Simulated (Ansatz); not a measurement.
# C6H16F2N2Zr: up Jacob's ladder to CCSD(T)

One table from this session's results is given with a row withheld; the runs are named, their logs left out.

Program: Ansatz 0.2.0, Gaussian basis. Level of theory: functionals in def2-TZVPP, the program's frozen cores in correlated methods. These are calculated values, not measurements.

Plan: LDA (SPW92), PBE-D4, revPBE-D4, BLYP-D4, r2SCAN-D4, B97M-V, PBE0-D4, B3LYP-D4, r2SCANh-D4, r2SCAN0-D4, HSE06-D4, BHLYP-D4, CAM-B3LYP-D4, LC-ωPBE, ωB97X-V, ωB97M-V, B2PLYP, PBE-QIDH; CCSD(T)/def2-SVP; CCSD(T)/def2-TZVPP; MP2/def2-QZVPP; extrapolation to the limit; RPA on PBE.

### The geometry

The geometry comes from an earlier relaxation with PBE0-D4 in a triple-zeta def2 set; it is a stationary point, not always the lowest conformer. Zr takes the def2 core potential; no spin-orbit term is included.

SMILES `CC(C)[NH][Zr]([F])([F])[NH]C(C)C`, 27 atoms, charge 0, spin multiplicity 1.

Atoms are counted from 1 here; the program's logs count them from 0.

Bond lengths: C1–C2 1.519 Å, C1–H12 1.096 Å, C1–H13 1.093 Å, C1–H14 1.091 Å, C2–C3 1.521 Å, C2–N4 1.455 Å, C2–H15 1.100 Å, C3–H16 1.093 Å, C3–H17 1.094 Å, C3–H18 1.093 Å, N4–Zr5 2.024 Å, N4–H19 1.016 Å, Zr5–F6 1.923 Å, Zr5–F7 1.931 Å, Zr5–N8 2.033 Å, N8–C9 1.454 Å, N8–H20 1.012 Å, C9–C10 1.521 Å and more. Angles: C2–C1–H12 110.6°, C2–C1–H13 111.6°, C2–C1–H14 110.9°, H12–C1–H13 108.4°, H12–C1–H14 107.5°, H13–C1–H14 107.7°, C1–C2–C3 111.2°, C1–C2–N4 109.6°, C1–C2–H15 107.7°, C3–C2–N4 111.0°, C3–C2–H15 108.0°, N4–C2–H15 109.3°, C2–C3–H16 111.1°, C2–C3–H17 110.3°, C2–C3–H18 111.0°, H16–C3–H17 108.0°, H16–C3–H18 107.9°, H17–C3–H18 108.5° and more.

The first run:

Contents of in.yaml:

```yaml
crystal:
  periodic: [false, false, false]
  atoms:
    - {symbol: C, position_ang: [-1.454045, -2.350253, -0.774179]}
    - {symbol: C, position_ang: [-2.490449, -1.555116, 0.001404]}
    - {symbol: C, position_ang: [-2.619483, -2.065440, 1.428736]}
    - {symbol: N, position_ang: [-2.135884, -0.144145, -0.017194]}
    - {symbol: Zr, position_ang: [-0.624524, 0.843110, -0.931433]}
    - {symbol: F, position_ang: [-1.063679, 2.715754, -0.937693]}
    - {symbol: F, position_ang: [-0.262344, 0.185232, -2.710027]}
    - {symbol: N, position_ang: [0.998387, 0.515843, 0.248216]}
    - {symbol: C, position_ang: [2.340984, 1.038817, 0.051359]}
    - {symbol: C, position_ang: [2.806208, 1.841040, 1.257376]}
    - {symbol: C, position_ang: [2.373600, 1.885150, -1.211586]}
    - {symbol: H, position_ang: [-0.463974, -2.242142, -0.315920]}
    - {symbol: H, position_ang: [-1.390694, -2.022678, -1.815313]}
    - {symbol: H, position_ang: [-1.701300, -3.413269, -0.775819]}
    - {symbol: H, position_ang: [-3.461193, -1.693062, -0.497723]}
    - {symbol: H, position_ang: [-3.363857, -1.490527, 1.985881]}
    - {symbol: H, position_ang: [-1.663079, -1.976624, 1.951411]}
    - {symbol: H, position_ang: [-2.926051, -3.114658, 1.443183]}
    - {symbol: H, position_ang: [-2.803945, 0.403762, 0.516461]}
    - {symbol: H, position_ang: [0.933532, -0.022113, 1.103175]}
    - {symbol: H, position_ang: [3.040951, 0.201260, -0.091800]}
    - {symbol: H, position_ang: [2.780303, 1.231828, 2.164886]}
    - {symbol: H, position_ang: [3.831050, 2.197702, 1.122025]}
    - {symbol: H, position_ang: [2.153979, 2.705092, 1.410850]}
    - {symbol: H, position_ang: [1.707088, 2.750823, -1.115524]}
    - {symbol: H, position_ang: [2.081306, 1.303528, -2.092109]}
    - {symbol: H, position_ang: [3.377122, 2.271096, -1.398645]}
basis:
  gaussian: {orbitals: def2-TZVPP}
hamiltonian: {xc: lda}
output: {orbitals: {seedname: orbitals}}
```

Started as:

```sh
ansatz run in.yaml --threads 10 --pin off --events-out ev --progress --plain --max-ram 110592MiB --backend cuda --devices 0, --max-vram 75GiB
```

Steps of the session up to this table: LDA; PBE-D4 (GGA); revPBE-D4 (GGA); BLYP-D4 (GGA); r2SCAN-D4 (meta-GGA); B97M-V (meta-GGA); PBE0-D4 (hybrid); B3LYP-D4 (hybrid); r2SCANh-D4 (hybrid); r2SCAN0-D4 (hybrid); HSE06-D4 (hybrid); BHLYP-D4 (hybrid); CAM-B3LYP-D4 (range-separated); LC-ωPBE (range-separated); ωB97X-V (range-separated); ωB97M-V (range-separated); B2PLYP (double hybrid); PBE-QIDH (double hybrid).

One table of the session follows, with a row left open; its other results are not shown here.

It belongs to the step «Orbital energies across the functionals». 

```
  functional  HOMO (eV)  gap (eV)
 LDA (SPW92)      -5.65      4.09
      PBE-D4      -5.46      4.18
   revPBE-D4      -5.38      4.22
     BLYP-D4          ?         ?
   r2SCAN-D4      -5.71      4.65
      B97M-V      -5.83      4.73
     PBE0-D4      -6.78      6.42
    B3LYP-D4      -6.57      5.95
  r2SCANh-D4      -6.21      5.48
  r2SCAN0-D4      -6.97      6.74
    HSE06-D4      -6.38      5.64
    BHLYP-D4      -8.04      8.54
CAM-B3LYP-D4      -8.18      8.82
     LC-ωPBE      -9.51     11.18
     ωB97X-V      -9.18     10.70
     ωB97M-V      -9.10     10.08
```

**Question.** Estimate the row for BLYP-D4.

Worked estimate for «HOMO (eV)». Against the share of exact exchange, B3LYP-D4 (0.2, -6.57), BHLYP-D4 (0.5, -8.04) give a slope of -4.90 per unit share; at 0 the line stands at -5.59.

The run gave: HOMO (eV): -5.35; gap (eV): 4.18. In «HOMO (eV)» the line misses by -0.24.
